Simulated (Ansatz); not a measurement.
Molecular dynamics of Mn4Cr4F19

Input:

```yaml
accuracy: low
crystal:
  lattice:
    - [-8.75772, 0.0, 0.0]
    - [0.0, -6.41682, 0.0]
    - [-3.23641, 0.0, 6.797483]
  atoms:
    - { symbol: Mn, position: [0.0, 0.4667, 0.25], spin: 3.5 }
    - { symbol: Mn, position: [0.0, 0.5333, 0.75], spin: 3.5 }
    - { symbol: Cr, position: [0.5, 0.5, 0.0], spin: 1.5 }
    - { symbol: Cr, position: [0.5, 0.5, 0.5], spin: 1.5 }
    - { symbol: F, position: [0.0, 0.0797, 0.25] }
    - { symbol: F, position: [0.0, 0.9203, 0.75] }
    - { symbol: F, position: [0.9845, 0.2975, 0.9666] }
    - { symbol: F, position: [0.0155, 0.2975, 0.5334] }
    - { symbol: F, position: [0.0155, 0.7025, 0.0334] }
    - { symbol: F, position: [0.9845, 0.7025, 0.4666] }
    - { symbol: F, position: [0.7397, 0.533, 0.8765] }
    - { symbol: F, position: [0.2603, 0.533, 0.6235] }
    - { symbol: F, position: [0.2603, 0.467, 0.1235] }
    - { symbol: F, position: [0.7397, 0.467, 0.3765] }
    - { symbol: Mn, position: [0.5, 0.9667, 0.25], spin: 3.5 }
    - { symbol: Mn, position: [0.5, 0.0333, 0.75], spin: 3.5 }
    - { symbol: Cr, position: [0.0, 0.0, 0.0], spin: 1.5 }
    - { symbol: Cr, position: [0.0, 0.0, 0.5], spin: 1.5 }
    - { symbol: F, position: [0.5, 0.5797, 0.25] }
    - { symbol: F, position: [0.4845, 0.7975, 0.9666] }
    - { symbol: F, position: [0.5155, 0.7975, 0.5334] }
    - { symbol: F, position: [0.5155, 0.2025, 0.0334] }
    - { symbol: F, position: [0.4845, 0.2025, 0.4666] }
    - { symbol: F, position: [0.2397, 0.033, 0.8765] }
    - { symbol: F, position: [0.7603, 0.033, 0.6235] }
    - { symbol: F, position: [0.7603, 0.967, 0.1235] }
    - { symbol: F, position: [0.2397, 0.967, 0.3765] }
magnetization:
  spin_polarized: true
basis:
  ecutwfc: 420.0
kpoints:
  mp_grid: { grid: [2, 2, 2] }
hamiltonian:
  xc: lda
scf:
  occupations: { method: fermi_dirac, width: 0.05 }
  lower_state_search: "off"
md:
  timestep: 3.0
  n_steps: 140
  ensemble: nve
  temperature: 1800.0
  initial_velocities: maxwell_boltzmann
  seed: 541091
```

Command:

```bash
$ ansatz run input.yaml --threads 4 --pin off --max-ram 10240MiB --backend cpu --events-out ev --progress --plain --runs-dir out
```

It starts from an unrelaxed structure (largest force component 0.93 eV/Å).

Output, in part (step lines):

```
md step     0: t =     0.00 fs  T =  1800.0 K  F+E_penalty+E_count = -43744.27796729 eV  E_kin = 6.049368 eV  conserved = -43738.22859934 eV  (39 SCF iters)
md step     1: t =     3.00 fs  T =  1745.2 K  F+E_penalty+E_count = -43744.09265701 eV  E_kin = 5.865275 eV  conserved = -43738.22738237 eV  (13 SCF iters)
md step     2: t =     6.00 fs  T =  1625.8 K  F+E_penalty+E_count = -43743.68634191 eV  E_kin = 5.463823 eV  conserved = -43738.22251867 eV  (13 SCF iters)
md step     3: t =     9.00 fs  T =  1465.4 K  F+E_penalty+E_count = -43743.13973687 eV  E_kin = 4.924761 eV  conserved = -43738.21497615 eV  (11 SCF iters)
md step     4: t =    12.00 fs  T =  1298.5 K  F+E_penalty+E_count = -43742.57183918 eV  E_kin = 4.363894 eV  conserved = -43738.20794532 eV  (11 SCF iters)
md step     5: t =    15.00 fs  T =  1156.5 K  F+E_penalty+E_count = -43742.09174470 eV  E_kin = 3.886657 eV  conserved = -43738.20508782 eV  (11 SCF iters)
md step     6: t =    18.00 fs  T =  1053.1 K  F+E_penalty+E_count = -43741.74622618 eV  E_kin = 3.539206 eV  conserved = -43738.20702059 eV  (11 SCF iters)
md step     7: t =    21.00 fs  T =   981.9 K  F+E_penalty+E_count = -43741.51053498 eV  E_kin = 3.299785 eV  conserved = -43738.21075011 eV  (11 SCF iters)
[... lines left out ...]
```

The steps, from the saved trajectory:

```csv
time (fs),T (K),potential energy less start (eV),conserved less start (meV/atom)
0.0,1800,0.000,0.00
12.0,1298,1.706,0.76
24.0,927,2.948,0.58
36.0,794,3.400,0.74
48.0,894,3.059,0.56
60.0,990,2.738,0.61
72.0,1049,2.538,0.48
84.0,909,3.010,0.52
96.0,790,3.417,0.83
108.0,1022,2.623,0.37
120.0,1050,2.536,0.55
132.0,971,2.803,0.57
144.0,1000,2.706,0.67
156.0,1137,2.238,0.35
168.0,1101,2.363,0.51
180.0,1025,2.616,0.45
192.0,841,3.245,0.84
204.0,1060,2.499,0.44
216.0,1246,1.877,0.60
228.0,1378,1.427,0.30
240.0,1118,2.304,0.47
252.0,804,3.370,0.78
264.0,896,3.051,0.50
276.0,1002,2.693,0.39
288.0,917,2.986,0.68
300.0,979,2.771,0.37
312.0,933,2.929,0.58
324.0,959,2.837,0.43
336.0,907,3.021,0.69
348.0,1036,2.574,0.27
360.0,1034,2.590,0.57
372.0,1081,2.428,0.45
384.0,1113,2.322,0.51
396.0,1113,2.321,0.41
408.0,1019,2.641,0.64
420.0,1112,2.325,0.45
```

The run went to its last step. The conserved energy stayed within 0.88 meV per atom of its start (net change 0.45 meV per atom), so the integration is sound. Over the second half the temperature averaged 0.57 of the 1800 K drawn at the start: a run that starts near a minimum puts about half its kinetic energy into the potential. A run of 0.42 ps of so small a system gives no equilibrium averages. No Hubbard correction was used and the magnetic state wasn't searched. Limits of this set-up: coarse k mesh, low accuracy level.

Mean squared displacements from the first frame to the last, about the centre of mass: Mn 0.04 Å², Cr 0.10 Å², F 0.81 Å².

Last frame:

```xyz
27
Lattice="-8.7577 0.0000 0.0000 0.0000 -6.4168 0.0000 -3.2364 0.0000 6.7975" Properties=species:S:1:pos:R:3
Mn -0.782 -3.168 1.725
Mn -2.470 -3.218 5.166
Cr -4.611 -2.784 0.187
Cr -5.913 -3.267 3.253
F -0.903 0.714 1.649
F -2.183 -6.730 5.182
F -12.339 -1.644 7.286
F -1.390 -1.800 2.962
F 0.291 -4.361 -0.086
F -10.788 -4.328 3.547
F -9.432 -3.250 5.949
F -4.250 -3.104 3.918
F -2.931 -3.338 0.837
F -7.719 -3.222 2.311
Mn -5.212 -6.430 1.762
Mn -6.703 -0.217 4.952
Cr -0.114 0.237 0.168
Cr -1.619 0.047 3.485
F -5.399 -4.087 1.520
F -7.333 -6.931 7.062
F -6.053 -4.924 4.260
F -3.591 -2.211 -1.546
F -5.895 -1.167 3.385
F -4.751 0.270 5.765
F -8.605 0.270 4.297
F -7.171 -6.454 0.968
F -3.398 -6.372 2.774
```

The run took 25 min on 4 threads of AMD EPYC 9R14 (Zen 4), on a shared host, peak memory 1.8 GiB.
